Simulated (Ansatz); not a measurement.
Geometry optimisation, Ansatz 0.2.0, DFT PBE-D3(BJ), scalar-relativistic, plane waves, PAW.

Input file:

```yaml
crystal:
  lattice:
    - [0.0, 5.43, 5.43]
    - [5.43, 0.0, 5.43]
    - [5.43, 5.43, 0.0]
  atoms:
    - { symbol: Si, position: [0.0, 0.0, 0.0] }
    - { symbol: Si, position: [0.125, 0.125, 0.125] }
    - { symbol: Si, position: [0.0, 0.0, 0.5] }
    - { symbol: Si, position: [0.125, 0.125, 0.625] }
    - { symbol: Si, position: [0.0, 0.5, 0.0] }
    - { symbol: Si, position: [0.125, 0.625, 0.125] }
    - { symbol: Si, position: [0.0, 0.5, 0.5] }
    - { symbol: Si, position: [0.125, 0.625, 0.625] }
    - { symbol: Si, position: [0.5, 0.0, 0.0] }
    - { symbol: Si, position: [0.625, 0.125, 0.125] }
    - { symbol: Si, position: [0.5, 0.0, 0.5] }
    - { symbol: Si, position: [0.625, 0.125, 0.625] }
    - { symbol: Si, position: [0.5, 0.5, 0.0] }
    - { symbol: Si, position: [0.625, 0.625, 0.125] }
    - { symbol: Si, position: [0.5, 0.5, 0.5] }
    - { symbol: Si, position: [0.625, 0.625, 0.625] }
    - { symbol: C, position: [0.3704138, 0.373534, 0.3812349], spin: 1.0 }
magnetization:
  spin_polarized: true
basis:
  ecutwfc: 420.0
kpoints:
  mp_grid: { grid: [2, 2, 2] }
hamiltonian:
  xc: pbe
  dispersion: d3bj
  pseudopotentials: { kind: paw, azcp: { folder: soft_1 } }
scf:
  occupations: { method: gaussian, width: 0.02 }
  lower_state_search: "off"
relax:
  f_tol: 0.03
  max_steps: 60
  adjacent_minimum: "off"
```

Run as:

```bash
$ ansatz run input.yaml --threads 2 --pin off --max-ram 5120MiB --backend cpu --events-out ev --progress --plain --runs-dir out
```

Task: Where does it end, and by what steps?

Result: The run converged. Limits of this set-up: coarse k mesh. After 16 steps the energy has fallen by 1.590 eV; C17 moved furthest, 1.55 Å. Parted: Si4–Si7 (2.35 → 2.82 Å), Si4–Si11 (2.35 → 2.82 Å). Joined: Si4–C17 (2.68 → 1.77 Å).

```csv
step,energy less start (eV),largest force component (eV/Å),accepted
0,0.0000,0.515,yes
1,-0.1098,0.274,yes
2,-0.1760,0.158,yes
3,-0.2090,0.221,yes
4,-0.2375,0.360,yes
5,-0.2863,0.264,yes
6,-0.3955,0.897,yes
7,-0.5674,0.790,yes
8,-0.7064,1.502,yes
9,-1.0332,1.660,yes
10,-1.3069,1.550,yes
11,-1.4832,1.268,yes
12,-1.5781,0.196,yes
13,-1.5695,0.253,no
14,-1.5890,0.059,yes
15,-1.5891,0.040,yes
16,-1.5904,0.006,yes
```

```xyz
17
Lattice="0.0000 5.4300 5.4300 5.4300 0.0000 5.4300 5.4300 5.4300 0.0000" Properties=species:S:1:pos:R:3
Si 0.227 0.226 -0.214
Si 1.359 1.359 1.505
Si 2.670 2.670 0.054
Si 4.207 4.203 0.760
Si 2.644 -0.083 2.825
Si 3.934 1.345 4.160
Si 5.266 2.816 2.978
Si 6.732 4.070 4.257
Si -0.083 2.644 2.824
Si 1.345 3.932 4.160
Si 2.817 5.263 2.978
Si 4.070 6.731 4.257
Si 2.641 2.640 5.633
Si 4.039 4.039 6.902
Si 5.445 5.445 5.652
Si 6.763 6.761 7.088
C 4.323 4.321 2.521
```

Whether the end is a true minimum wasn't checked by a vibrational analysis.

Time of the run: 2.1 min on 2 threads of Arm Neoverse V2, with other jobs on the host, peak memory 0.69 GiB.
